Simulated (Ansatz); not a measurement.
Working through a single point in a Gaussian basis of C₂H₃FSe, SMILES C=C(F)[SeH]

Computed with Ansatz 0.2.0, Python API.

Typed at the interpreter:
```pycon
>>> from pathlib import Path
>>> import ansatz as az
>>> from ase import Atoms
>>> import numpy as np
>>> atoms = Atoms(["C", "C", "F", "Se", "H", "H", "H"], positions=[
...     [0.2516, -0.1101, 1.0361],
...     [-0.319, 0.3895, -0.1153],
...     [-1.5949, 0.9328, -0.1402],
...     [0.7635, 0.307, -1.7527],
...     [-0.3653, -0.0166, 1.9281],
...     [1.198, -0.4819, 1.0424],
...     [0.1272, -1.0887, -2.0441],
... ])
>>> system = az.Crystal.molecule_from_ase(atoms)
>>> calc = (
...     system.calculation()
...     .basis(gaussian="6-31G*")
...     .functional("REVPBE0")
...     .accuracy("medium")
...     .scf(lower_state_search="standard")
...     .forces()
...     .orbitals()
... )
>>> result = calc.run(runs_dir="runs")

>>> rep = result.report
>>> rep["reference_energy_ev"]
-70173.05696201726
>>> type(result).__name__, type(rep).__name__
('RunOutcome', 'dict')
>>> rep["published_state_doubts"]
[]
>>> print("reference energy %16.6f eV" % rep["reference_energy_ev"])
reference energy    -70173.056962 eV
>>> print("total energy     %16.6f eV" % rep["free_energy_ev"])
total energy        -70173.056962 eV
>>> print("occupied (up, down):", rep["n_occupied"], " virtual:", rep["n_virtual"], " frozen:", rep["n_frozen"])
occupied (up, down): [29, 29]  virtual: [57, 57]  frozen: 0
>>> state = rep["mean_field"]["state"]
>>> print(f"mean field: {state['energy']['hartree']:.7f} Ha, <S^2> = {abs(state['spin_squared']):.4f}, stability: {state.get('stability', {}).get('kind')}")
mean field: -2578.8122783 Ha, <S^2> = 0.0000, stability: minimum
>>> symbols = [site.symbol for site in system.cartesian_sites]
>>> forces = np.array(rep["forces_ev_ang"])
>>> print("largest force", round(float(np.linalg.norm(forces, axis=1).max()), 4), "eV/A, rms", round(float(np.sqrt((forces ** 2).mean())), 4))
largest force 5.7613 eV/A, rms 1.6407
>>> charges = rep["charge_distribution"]
>>> print("dipole moment", round(4.803205 * float(np.linalg.norm(charges["dipole_moment_e_ang"])), 3), "D")
dipole moment 1.451 D
>>> print("Mulliken:", [(s, round(q, 3)) for s, q in zip(symbols, charges["mulliken_charges_e"])])
Mulliken: [('C', -0.411), ('C', 0.232), ('F', -0.277), ('Se', -0.06), ('H', 0.196), ('H', 0.216), ('H', 0.103)]
>>> lines = Path(rep["orbitals_path"]).read_text().splitlines()
>>> field_of = lambda key: [line.split("=")[1].strip() for line in lines if line.startswith(key)]
>>> orbitals = [(27.211386 * float(e), s, float(n)) for e, s, n in zip(field_of("Ene="), field_of("Spin="), field_of("Occup="))]
>>> homo = max(e for e, _, n in orbitals if n > 0.5)
>>> lumo = min(e for e, _, n in orbitals if n < 0.5)
>>> for e, spin, n in sorted(orbitals):
...     if homo - 15 < e < lumo + 5:
...         print(f"{spin:6s} {e:10.3f} eV  occupation {n:.0f}")
...
Alpha     -19.594 eV  occupation 2
Alpha     -16.525 eV  occupation 2
Alpha     -13.711 eV  occupation 2
Alpha     -13.585 eV  occupation 2
Alpha     -12.819 eV  occupation 2
Alpha     -11.871 eV  occupation 2
Alpha     -10.870 eV  occupation 2
Alpha      -9.605 eV  occupation 2
Alpha      -7.496 eV  occupation 2
Alpha      -7.076 eV  occupation 2
Alpha      -0.645 eV  occupation 0
Alpha       0.184 eV  occupation 0
Alpha       0.976 eV  occupation 0
Alpha       3.109 eV  occupation 0
Alpha       3.917 eV  occupation 0
```

The settings weren't tested for convergence. The geometry is a force-field or estimated start, not a minimum of this method, and the basis set is short of its limit. Alpha marks a spatial orbital of a restricted run, filled by both spins. Levels such as HOMO and LUMO are orbital energies: with these approximate functionals they aren't the ionisation energy and electron affinity, and their gap isn't the fundamental gap. Run time: 3.5 s on 1 thread of Arm Neoverse V2, with other jobs on the host, peak memory 0.24 GiB.

(Lines on the test bed's own set-up are left out of the output.)
